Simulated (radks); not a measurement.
# Ta⁺ inside a hard spherical wall

What does compression do to the levels of Ta⁺? A hard sphere of shrinking radius stands in for pressure; the configuration is held at [Xe] 4f14 5d3 6s1.

Program: radks (a radial shooting solver on a logarithmic mesh, Libxc functionals) version 1. Level of theory: scalar-relativistic Kohn-Sham, LDA (Slater exchange, Perdew-Wang correlation), spin-unpolarised, spherical densities, finite nucleus. These are calculated values, not measurements, unless marked.

## (1) Starting point

- element: tantalum (Z = 73)
- charge: +1
- electrons: 72
- configuration: [Xe] 4f14 5d3 6s1
- nuclear rms radius: 5.3507 fm

Outer shells as boxes (Hund's rule):

Ta⁺
```
[Xe] core
4f [↑↓][↑↓][↑↓][↑↓][↑↓][↑↓][↑↓]
5d [↑ ][↑ ][↑ ][  ][  ]
6s [↑ ]
```

## (2) The free atom

The run's settings:

```text
Z 73
configuration [Xe] 4f14 5d3 6s1 6p0 7s0 5f0
relativity scalar-relativistic
functional lda,pw
spin unpolarised
nucleus finite rms 5.3507 fm
c 137.035999084
```

## (3) Wall at 12 bohr

Settings, as their differences from step 2:

```diff
@@ -6,2 +6,3 @@
 nucleus finite rms 5.3507 fm
+wall 12 bohr
 c 137.035999084
```

## (4) Wall at 10 bohr

Settings, as their differences from step 3:

```diff
@@ -6,3 +6,3 @@
 nucleus finite rms 5.3507 fm
-wall 12 bohr
+wall 10 bohr
 c 137.035999084
```

## (5) Wall at 8 bohr

Settings, as their differences from step 4:

```diff
@@ -6,3 +6,3 @@
 nucleus finite rms 5.3507 fm
-wall 10 bohr
+wall 8 bohr
 c 137.035999084
```

## (6) Wall at 6 bohr

Settings, as their differences from step 5:

```diff
@@ -6,3 +6,3 @@
 nucleus finite rms 5.3507 fm
-wall 8 bohr
+wall 6 bohr
 c 137.035999084
```

## (7) Wall at 5 bohr

Settings, as their differences from step 6:

```diff
@@ -6,3 +6,3 @@
 nucleus finite rms 5.3507 fm
-wall 6 bohr
+wall 5 bohr
 c 137.035999084
```

## (8) Wall at 3.5 bohr

Settings, as their differences from step 7:

```diff
@@ -6,3 +6,3 @@
 nucleus finite rms 5.3507 fm
-wall 5 bohr
+wall 3.5 bohr
 c 137.035999084
```

## (9) Wall at 3 bohr

Settings, as their differences from step 8:

```diff
@@ -6,3 +6,3 @@
 nucleus finite rms 5.3507 fm
-wall 3.5 bohr
+wall 3 bohr
 c 137.035999084
```

## (10) Wall at 2 bohr

Settings, as their differences from step 9:

```diff
@@ -6,3 +6,3 @@
 nucleus finite rms 5.3507 fm
-wall 3 bohr
+wall 2 bohr
 c 137.035999084
```

## (11) Wall at 1.5 bohr

Settings, as their differences from step 10:

```diff
@@ -6,3 +6,3 @@
 nucleus finite rms 5.3507 fm
-wall 2 bohr
+wall 1.5 bohr
 c 137.035999084
```

Q: Predict the outcome of this session. Wanted: for each run, R; E − E(free); ε(5d); ε(6p, empty); ε(7s, empty); ε(5f, empty); pressure.

**Answer**, as computed:

| R (bohr) | E − E(free) (eV) | ε(5d) (eV) | ε(6p, empty) (eV) | ε(7s, empty) (eV) | ε(5f, empty) (eV) | pressure (GPa) |
| --- | --- | --- | --- | --- | --- | --- |
| free | 0.000 | -10.759 | -6.784 | -3.172 | -0.975 | 0 |
| 12 | 0.000 | -10.759 | -6.781 | -2.945 | -0.137 | < 0.0001 |
| 10 | 0.001 | -10.755 | -6.761 | -2.411 | 0.511 | 0.00167 |
| 8 | 0.028 | -10.706 | -6.579 | -0.565 | 1.933 | 0.0581 |
| 6 | 0.546 | -10.181 | -5.171 | 6.572 | 5.711 | 1.87 |
| 5 | 2.251 | -9.070 | -2.353 | 16.914 | 10.130 | 10.9 |
| 3.5 | 19.756 | -2.573 | 15.465 | 66.907 | 27.530 | 215 |
| 3 | 44.759 | 3.981 | 34.173 | 111.87 | 41.352 | 741 |
| 2 | 342.51 | 53.568 | 169.14 | 391.11 | 120.72 | 17730 |
| 1.5 | 1302.0 | 164.77 | 441.82 | 897.83 | 260.67 | 148133 |

In words: At the tightest wall, 1.5 bohr, the energy stands 1302.0 eV above the free atom and the pressure, −dE/dV, is 148133 GPa. Of the levels in the table that exist at both ends, 7s (empty) rises most from the free atom (901.00 eV). From R = 3.5 bohr inwards the highest occupied level lies above zero, pushed up by confinement. Shells are not refilled when levels cross, and a hard wall is a model, not a crystal.
